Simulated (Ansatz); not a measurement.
The same calculation of Yb, space group P6_3/mmc as a Python script and as an input file (Ansatz 0.2.0, Python API).

The script, `scf_yb.py`:
```python
"""Single point of Yb."""

import ansatz as az
import numpy as np
from pymatgen.core import Structure

params = {
    "xc": "lda",
    "k_length": 22,
    "sigma": 0.15,
}


def main() -> None:
    xtal = (
        az.Lattice.from_parameters(3.8799, 3.8799, 6.3859, alpha=90, beta=90, gamma=120)
        .space_group(194)
        .atom("Yb", (1 / 3, 2 / 3, 0.25))
    )

    # functional, basis and sampling
    model = (
        xtal.calculation()
        .functional(params["xc"])
        .basis(24 * az.Ry)
        .kpoints(length=params["k_length"])
        .occupations(az.OccupationsMethod.FERMI_DIRAC, width=params["sigma"])
        .eigensolver("davidson", full_accuracy=True)
        .band_table()
        .cutoff_correction(756)
        .density()
    )
    done = model.run()
    data = done.report

    n_atoms = len(data["lattice"]["sites"])
    print("F =", round(data["free_energy_ev"], 4), "eV for", n_atoms, "atoms")
    print("E(sigma -> 0) =", round(data["energy_sigma0_ev"], 4), "eV, TS =", round(data["entropy_ts_ev"], 5), "eV")
    print("closed by", data["closed_by"], "after", data["n_iterations"], "iterations")

    # the band energy is the weighted sum of filled levels
    eps, occ = np.array(data["eigenvalues_ev"]), np.array(data["occupations"])
    wk = np.tile(data["kweights"], len(eps) // len(data["kweights"]))
    print(f"sum of w f eps = {wk @ (eps * occ).sum(axis=1):.4f} eV, reported band energy {data['components']['e_band']:.4f} eV")

    # estimate of what a larger basis would gain, without a second SCF
    estimate = data.get("cutoff_correction")
    if estimate:
        print("towards {} eV the energy would change by {:.2f} meV/atom".format(estimate["reference_ecutwfc_ev"], 1000 * estimate["energy_ev"] / len(done.lattice.sites)))

    rho = done.density()
    total = sum(ch.density_e_per_ang3 for ch in rho.channels[:2]) if len(rho.channels) < 3 else rho.channels[0].density_e_per_ang3
    print("grid", rho.dims, "electrons", round(float(total.mean() * rho.cell_volume_ang3), 4))
    profile = total.mean(axis=(0, 2))
    print("planar average along grid axis 1 (e/A^3):")
    print(np.array2string(profile[:: max(len(profile) // 16, 1)], precision=4))

    final = Structure(done.lattice.cell_ang, [s.symbol for s in done.lattice.sites], [s.position_frac for s in done.lattice.sites])
    # count neighbours out to a fixed multiple of the shortest distance
    for index, (site, neighbours) in enumerate(zip(final, final.get_all_neighbors(5.5))):
        first = min(n.nn_distance for n in neighbours)
        shell = [n for n in neighbours if n.nn_distance < 1.1 * first]
        mean = sum(n.nn_distance for n in shell) / len(shell)
        print(f"atom {index} {site.specie.symbol}: {len(shell)} neighbours within 1.1 of the shortest distance, mean {mean:.3f} A")


if __name__ == "__main__":
    main()
```

```console
$ python scf_yb.py
DeckWarning: basis.ecutwfc = 326.536634951856 eV is below the records' recommended 420 eV, and the density's cutoff is lower with it unless basis.ecutrho_ratio is high enough to keep the records' density cutoff: compare with a run at a higher cutoff
F = -27121.0955 eV for 2 atoms
E(sigma -> 0) = -27120.8772 eV, TS = 0.43646 eV
closed by deck_thresholds after 8 iterations
sum of w f eps = -108.1257 eV, reported band energy -108.1257 eV
towards 756.0 eV the energy would change by -11.69 meV/atom
grid (24, 24, 40) electrons 48.0
planar average along grid axis 1 (e/A^3):
[0.0849 0.0925 0.1194 0.1806 0.3023 0.5064 0.7725 1.0144 1.1195 1.0374
 0.8299 0.6281 0.5467 0.6281 0.8299 1.0374 1.1195 1.0144 0.7725 0.5064
 0.3023 0.1806 0.1194 0.0925]
atom 0 Yb: 12 neighbours within 1.1 of the shortest distance, mean 3.890 A
atom 1 Yb: 12 neighbours within 1.1 of the shortest distance, mean 3.890 A
```
(Warnings from the package without file and line.)

`input.yaml`:
```yaml
crystal:
  lattice: { a: 3.8799, b: 3.8799, c: 6.3859, alpha: 90.0, beta: 90.0, gamma: 120.0 }
  space_group: 194
  atoms:
    - { symbol: Yb, position: [0.3333333333333, 0.6666666666667, 0.25] }
basis:
  ecutwfc: 326.5366349519
kpoints:
  mp_grid: { grid: [7, 7, 3] }
hamiltonian:
  xc: lda
scf:
  occupations: { method: fermi_dirac, width: 0.15 }
  eigensolver: { kind: davidson, full_accuracy: true }
output:
  write_density: true
  cutoff_correction: 756.0
  eigenvalues: true
```

The program run on that file:
```console
$ ansatz run input.yaml --threads 1 --pin off --max-ram 3072MiB --backend cpu --events-out ev --progress --plain --runs-dir out
Warning: basis.ecutwfc = 326.5366349519 eV is below the records' recommended 420 eV, and the density's cutoff is lower with it unless basis.ecutrho_ratio is high enough to keep the records' density cutoff: compare with a run at a higher cutoff
crystal.space_group: 194 is read as P63/mmc: the typed cell holds Yb2 (Yb 2c). Least distances (Å): Yb–Yb 3.880
crystal.space_group generates its sites in this order, which a site index counts, at these fractional coordinates of the primitive cell where crystal.reduce_to_primitive is true, and else of the cell that is read (crystal.supercell repeats the list replica by replica, and crystal.defects acts on that): 0: Yb [0.333333, 0.666667, 0.250000]; 1: Yb [0.666667, 0.333333, 0.750000];
band count auto-derived: 30 (N_el = 48.0; filled up to band 24; 29 by the electrons, moments and atoms)
Engine: ansatz 0.2.0, aarch64-unknown-linux-gnu
Pseudopotentials: kind: paw
Pseudopotential: Yb, paw, valence charge 24, recommended cutoff 420 eV (normal), Yb.paw.azcp
Functional definition: SPW92
  exchange = slater_x
  correlation = pw_c
Crystal: 2 atoms, lattice volume = 83.252 Å³
Basis set: ecut = 326.5366349519 eV, 1099 PW (Γ)
Bands: 30, of which v1, the nominal top of the filled ones, is band 24 counted from 1 (23 counted from 0)
Symmetry: 24 space group operations
Space group: P63/mmc (ITA 194), of the structure as read, at distance tolerance 4.4e-5 Å
k-points: 16 of 147
Non-local potential: Yb, projectors of the file, l = 0: 3, l = 1: 2, l = 2: 2, l = 3: 3
PAW form: soft (Blöchl's): semilocal exchange-correlation on the pseudo side does not see the compensation charge
PAW frozen core: Yb, regenerated for the run's functional, and the local potential with it (the file was generated under x = pbe(κ = 0.804, μ = 0.2195149727645171), c = pbe(β = 0.06672455060314922))
PAW one-centre angular grid: Yb, 590 points (default); XC on 64 Gauss nodes
Initial density: superposition of atomic densities (neutral atoms: chi_scale 0, normalization atom), corrected by the library's trained network
Initial wavefunctions: pseudopotential atomic-orbital guess
Functional: x = slater, c = lda
SCF iter   1: F=—  HF=-27121.097529 eV  |F-HF|=—  |Δ(HF+E_count)|=         —  Δρ=5.26e-3  dr2=2.00e-2  ethr=1.15e-12 (applied; sched 1.00e-12)  ⟨swp⟩=20.0  Hψ=8617  notcnv=89  reapply=17
preconditioner: auto → Kerker (q_TF=auto, 2.489 Å⁻¹)  [metal: Δε(μ)=0.032 eV  Ē_g=9.039 eV  σ=0.150 eV  W_gap=0.05  n_scr=22 (ndim 8)  ℏωp=27.0 eV  f_vac=0.000  D(μ)=4.97/eV (n_scr^D=42)]
SCF iter   2: F=—  HF=-27121.095982 eV  |F-HF|=—  |Δ(HF+E_count)|=   1.55e-3  Δρ=2.74e-3  dr2=5.42e-3  ethr=1.13e-12 (applied; sched 1.00e-12)  ⟨swp⟩=12.6  Hψ=3756  notcnv=0
SCF iter   3: F=—  HF=-27121.095440 eV  |F-HF|=—  |Δ(HF+E_count)|=   5.41e-4  Δρ=3.83e-4  dr2=1.41e-4  ethr=1.11e-12 (applied; sched 1.00e-12)  ⟨swp⟩=12.8  Hψ=3896  notcnv=0
SCF iter   4: F=—  HF=-27121.095484 eV  |F-HF|=—  |Δ(HF+E_count)|=   4.38e-5  Δρ=1.79e-4  dr2=4.33e-5  ethr=1.14e-12 (applied; sched 1.00e-12)  ⟨swp⟩=10.4  Hψ=3114  notcnv=0
SCF iter   5: F=—  HF=-27121.095482 eV  |F-HF|=—  |Δ(HF+E_count)|=   2.07e-6  Δρ=7.49e-5  dr2=9.41e-6  ethr=1.13e-12 (applied; sched 1.00e-12)  ⟨swp⟩=9.9  Hψ=2866  notcnv=0
SCF iter   6: F=—  HF=-27121.095479 eV  |F-HF|=—  |Δ(HF+E_count)|=   2.87e-6  Δρ=5.34e-5  dr2=3.41e-6  ethr=1.00e-12  ⟨swp⟩=8.3  Hψ=2559  notcnv=0
SCF iter   7: F=—  HF=-27121.095479 eV  |F-HF|=—  |Δ(HF+E_count)|=   5.30e-7  Δρ=1.69e-5  dr2=2.67e-7  ethr=1.00e-12  ⟨swp⟩=8.4  Hψ=2492  notcnv=0
SCF iter   8: F=-27121.095479 eV  HF=-27121.095479 eV  |F-HF|=8.60e-9  |Δ(HF+E_count)|=   5.18e-8  Δρ=3.29e-6  dr2=8.42e-9  ethr=1.15e-12 (applied; sched 1.00e-12)  ⟨swp⟩=5.2  Hψ=1966  notcnv=0
SCF 1 converged in 8 iterations: F = -27121.095479 eV  dr2 = 8.42e-9
  greatest PAW one-centre occupation: 0.997 electrons in one spin orbital (limit 2), on the Yb atom at site 1 (counted from 0), in its partial waves of l = 0
SCF converged after 8 iterations
Free energy (F): -27121.095479 eV
Harris-Foulkes:  -27121.095479 eV  (|F-HF|=8.60e-9)
Internal energy: -27120.659015 eV  (E = F + TS)
E sigma→0 (E₀):  -27120.877247 eV
Entropy (-TS):   -0.436463 eV (-218.232 meV/atom)
Estimated correction to a cutoff of 756 eV: -0.023389 eV
Fermi energy:    8.683557 eV
--- Per-component energies (eV) ---
  E_band       = -108.125658
  E_kinetic    = 702.177446
  E_local      = -13204.014116  (includes V_loc(G=0)·N_el)
  E_nonlocal   = 1125.649701
  E_hartree    = 5725.913432
  E_xc         = -319.300511
  E_vxc        = -400.047265  (∫ρ·V_xc dr)
  E_paw        = -14243.408428  (= ΣΔE_a)
  E_vpaw       = 216.290864  (= ΣTr[D̂ρ^β])
  E_aug_tail   = 0.000012  (compensation charges beyond the density's cutoff)
  E_ewald      = -6912.044081
  E_core_change = 4.367531  (= ΣΔE_core)
  E_smearing   = -0.436463  (= −TS)
  E_closure    = -0.000000  (closes the sum)
  Σ components = -27121.095479   (vs F -27121.095479, Δ=0.00e0)
--- Band table (eV; the first three rows and the last of 16) ---
  k-point 0: bands = ["-43.2263", "-43.2186", "-15.6786", "-15.5075", "-15.5075", "-15.4798", "-15.4798", "-15.4778", "3.8251", "6.8673", "7.9291", "7.9397", "7.9447", "7.9645", "7.9832", "7.9832", "7.9952", "7.9952", "7.9993", "7.9993", "8.0317", "8.0317", "8.0446", "8.0470", "8.8091", "11.1929", "11.2577", "11.2577", "11.7310", "11.7310"]
  k-point 1: bands = ["-43.2244", "-43.2207", "-15.6294", "-15.5291", "-15.5006", "-15.5006", "-15.4867", "-15.4867", "4.3650", "5.7549", "7.9208", "7.9240", "7.9587", "7.9723", "7.9723", "7.9763", "7.9813", "7.9813", "8.0212", "8.0212", "8.0393", "8.0393", "8.0453", "8.0463", "9.5331", "10.6148", "11.1745", "11.1745", "11.4223", "11.4223"]
  k-point 2: bands = ["-43.2250", "-43.2179", "-15.6658", "-15.5377", "-15.5169", "-15.5109", "-15.4851", "-15.4828", "4.1884", "7.2440", "7.9359", "7.9416", "7.9509", "7.9619", "7.9903", "7.9912", "7.9916", "8.0021", "8.0037", "8.0077", "8.0207", "8.0238", "8.0305", "8.0416", "8.7481", "10.5272", "11.1978", "11.6029", "11.6864", "11.8393"]
  k-point 15: bands = ["-43.2167", "-43.2160", "-15.6448", "-15.6436", "-15.6004", "-15.5795", "-15.5325", "-15.5185", "7.6290", "7.9088", "7.9532", "7.9630", "7.9682", "7.9757", "7.9760", "7.9842", "7.9915", "7.9922", "8.0001", "8.0010", "8.0206", "8.0212", "8.0799", "8.4854", "8.9067", "9.0917", "9.5769", "9.8213", "11.2920", "12.5039"]
```

The settings weren't tested for convergence. The cutoff lies under the one recommended for these potentials. Semilocal functionals put the nearly full 4f shell of Yb too close to the Fermi level. The computed bands are complete only to about 2.7 eV above the Fermi level. For a metal this k-point mesh is coarse: on a finer one energies can move by several to tens of meV an atom and pressures by half a GPa or more, differences at one mesh by less. Densities and potentials on the grid are those of the valence electrons, and inside the cores they hang on the potentials used. This isn't the structure that Yb takes at ambient conditions. Levels are Kohn-Sham eigenvalues on this mesh, without spin-orbit coupling. Hardware and time: 4.4 s on 1 thread of Arm Neoverse V2 (shared host), peak memory 0.38 GiB.
